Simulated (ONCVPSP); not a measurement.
# P: the cost of one run

Program: ONCVPSP 4.0.1.1 (patched build). Reference atom: PBE, scalar-relativistic, spherical and spin-unpolarised. All values are calculated.

## 1. The design

The settings as typed:

* element: phosphorus (P, Z = 15)
* type: optimised norm-conserving Vanderbilt (ONCV)
* frozen core: [He]
* valence charge: 13
* reference configuration: 2s2 2p6 3s2 3p3
* partial waves: 2s+3s: rc 1.00 bohr, ncon 3, nbas 6, qcut 12.5 1/bohr, 2 projectors; 2p+3p: rc 0.80 bohr, ncon 5, nbas 9, qcut 13.5 1/bohr, 2 projectors; d scattering state at 0.29 Ha: rc 0.95 bohr, ncon 4, nbas 7, qcut 10.4 1/bohr, 2 projectors, debl 2.4 Ha
* local potential: polynomial inside 0.55 bohr (lpopt 5, dvloc0 0 Ha)
* core correction: Teter function, fcfact 3.5, rcfact 1.4

The nodes and maxima of the atom's own shells, from an earlier all-electron run, set the scale for the radii.

All-electron outer shells of the reference configuration (PBE, scalar-relativistic, ld1.x):

```json
{"shell": "1s", "level (eV)": "-2084.17", "outermost node (bohr)": "–", "outermost maximum (bohr)": "0.07"}
{"shell": "2s", "level (eV)": "-173.99", "outermost node (bohr)": "0.14", "outermost maximum (bohr)": "0.42"}
{"shell": "2p", "level (eV)": "-124.49", "outermost node (bohr)": "–", "outermost maximum (bohr)": "0.36"}
{"shell": "3s", "level (eV)": "-13.97", "outermost node (bohr)": "0.65", "outermost maximum (bohr)": "1.58"}
{"shell": "3p", "level (eV)": "-5.51", "outermost node (bohr)": "0.64", "outermost maximum (bohr)": "1.83"}
```

## 2. Generating the potential

Input file P.dat:

```
# ATOM AND REFERENCE CONFIGURATION
# atsym  z   nc   nv     iexc    psfile
  P 15.00    1    4        4      upf
#
#   n    l    f
    1    0    2.00
    2    0    2.00
    2    1    6.00
    3    0    2.00
    3    1    3.00
#
# PSEUDOPOTENTIAL AND OPTIMIZATION
# lmax
    2
#
#   l,   rc,      ep,       ncon, nbas, qcut
    0    1.00    0.00    3    6   12.50
    1    0.80    0.00    5    9   13.50
    2    0.95    0.29    4    7   10.40
#
# LOCAL POTENTIAL
# lloc, lpopt,  rc(5),   dvloc0
    4    5    0.55    0.00
#
# VANDERBILT-KLEINMAN-BYLANDER PROJECTORs
# l, nproj, debl
    0    2    3.80
    1    2    1.80
    2    2    2.40
#
# MODEL CORE CHARGE
# icmod, fcfact, rcfact
    3    3.50    1.40
#
# LOG DERIVATIVE ANALYSIS
# epsh1, epsh2, depsh
   -8.00    5.00    0.04
#
# OUTPUT GRID
# rlmax, drl
    6.00    0.01
#
# TEST CONFIGURATIONS
# ncnf
    4
# nvcnf
#   n    l    f
    4
    2    0    2.00
    2    1    6.00
    3    0    2.00
    3    1    2.00
#
    4
    2    0    2.00
    2    1    6.00
    3    0    2.00
    3    1    1.00
#
    4
    2    0    2.00
    2    1    6.00
    3    0    2.00
    3    1    0.00
#
    4
    2    0    2.00
    2    1    6.00
    3    0    1.00
    3    1    4.00
#
```

Run with:

```bash
$ oncvpsp.x < P.dat > P.out
```

**Question.** How long does this run take on 1 thread of Neoverse-V1, shared host?

About 4.3 s.
